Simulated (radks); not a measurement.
# Numerical settings for Hg

Aim: see which numerical settings matter for neutral mercury. Each run changes a setting or two against a run with the defaults. The defaults are a mesh step of 0.008 in ln r, a mesh end at 40 bohr or more, Anderson mixing 0.5 over 9 steps and a tight residual threshold, with the energy settled to 1e-9 hartree as well; every run has a cap on iterations.

Method: scalar-relativistic Kohn-Sham, PBE, spin-polarised, spherical densities, finite nucleus. Code: radks (a radial shooting solver on a logarithmic mesh, Libxc functionals) version 1.

## (1) The atom as given

* element: mercury (Z = 80)
* charge: 0
* electrons: 80
* configuration: [Hg]
* nuclear rms radius: 5.4648 fm

The outer shells:

Hg
```
[Xe] core
4f [↑↓][↑↓][↑↓][↑↓][↑↓][↑↓][↑↓]
5d [↑↓][↑↓][↑↓][↑↓][↑↓]
6s [↑↓]
```

## (2) Default settings

The run's settings:

```text
Z 80
configuration [Hg]
relativity scalar-relativistic
functional pbe,pbe
spin polarised
nucleus finite rms 5.4648 fm
c 137.035999084
max_iterations 55
```

Launch:

```bash
$ python run_ks.py task.json out
```

All runs below come from this command, one after another.

## (3) Mesh step in ln r 0.02

Settings, as their differences from step 2:

```diff
@@ -7,2 +7,3 @@
 c 137.035999084
+mesh_step 0.02
 max_iterations 55
```

## (4) Mesh step in ln r 0.003

Settings, as their differences from step 3:

```diff
@@ -7,3 +7,3 @@
 c 137.035999084
-mesh_step 0.02
+mesh_step 0.003
 max_iterations 55
```

## (5) Mesh step in ln r 0.2

Settings, as their differences from step 4:

```diff
@@ -7,3 +7,3 @@
 c 137.035999084
-mesh_step 0.003
+mesh_step 0.2
 max_iterations 55
```

## (6) Mesh end (bohr) 8

Settings, as their differences from step 5:

```diff
@@ -7,3 +7,3 @@
 c 137.035999084
-mesh_step 0.2
+mesh_end 8
 max_iterations 55
```

## (7) Mesh end (bohr) 12

Settings, as their differences from step 6:

```diff
@@ -7,3 +7,3 @@
 c 137.035999084
-mesh_end 8
+mesh_end 12
 max_iterations 55
```

## (8) Residual threshold 1e-16

Settings, as their differences from step 7:

```diff
@@ -7,3 +7,3 @@
 c 137.035999084
-mesh_end 12
+threshold 1e-16
 max_iterations 55
```

## (9) Residual threshold 1e-13

Settings, as their differences from step 8:

```diff
@@ -7,3 +7,3 @@
 c 137.035999084
-threshold 1e-16
+threshold 1e-13
 max_iterations 55
```

## (10) Mixing 0.05

Settings, as their differences from step 9:

```diff
@@ -7,3 +7,3 @@
 c 137.035999084
-threshold 1e-13
+mixing 0.05
 max_iterations 55
```

## (11) Mixing history 1, mixing 0.8

Settings, as their differences from step 10:

```diff
@@ -7,3 +7,4 @@
 c 137.035999084
-mixing 0.05
+history 1
+mixing 0.8
 max_iterations 55
```

## (12) Mixing history 1, mixing 0.05

Settings, as their differences from step 11:

```diff
@@ -8,3 +8,3 @@
 history 1
-mixing 0.8
+mixing 0.05
 max_iterations 55
```

## (13) Mixing history 3

Settings, as their differences from step 12:

```diff
@@ -7,4 +7,3 @@
 c 137.035999084
-history 1
-mixing 0.05
+history 3
 max_iterations 55
```

## (14) Iteration cap 8

Settings, as their differences from step 13:

```diff
@@ -7,3 +7,2 @@
 c 137.035999084
-history 3
-max_iterations 55
+max_iterations 8
```

Q: Predict the outcome of this session. Wanted: for each run, setting; iterations; converged; change of E.

**Answer**, as computed:

```tsv
setting	mesh points	iterations	converged	change of E (mhartree)	time
Default settings	2440	15	yes	0	0.26 s
mesh step in ln r 0.02	976	15	yes	+0.0004816	0.11 s
mesh step in ln r 0.003	6507	18	yes	0	0.75 s
mesh step in ln r 0.2	98	4	no	-	0.01 s
mesh end (bohr) 8	1987	15	yes	+1.15	0.24 s
mesh end (bohr) 12	2038	15	yes	+0.004299	0.24 s
residual threshold 1e-16	2440	55	no	-	0.44 s
residual threshold 1e-13	2440	39	yes	0	0.38 s
mixing 0.05	2440	23	yes	0	0.36 s
mixing history 1, mixing 0.8	2440	55	no	-	1.8 s
mixing history 1, mixing 0.05	2440	55	no	-	0.95 s
mixing history 3	2440	16	yes	0	0.27 s
iteration cap 8	2440	8	no	-	0.16 s
```

In words: A zero stands for a change under the printed digits. Converged yet off by more than 1 mhartree: mesh end (bohr) 8. Convergence of the cycle says nothing about the mesh. Not converged or rejected: mesh step in ln r 0.2; residual threshold 1e-16; mixing history 1, mixing 0.8; mixing history 1, mixing 0.05; iteration cap 8. A mesh that ends early acts as a hard wall.
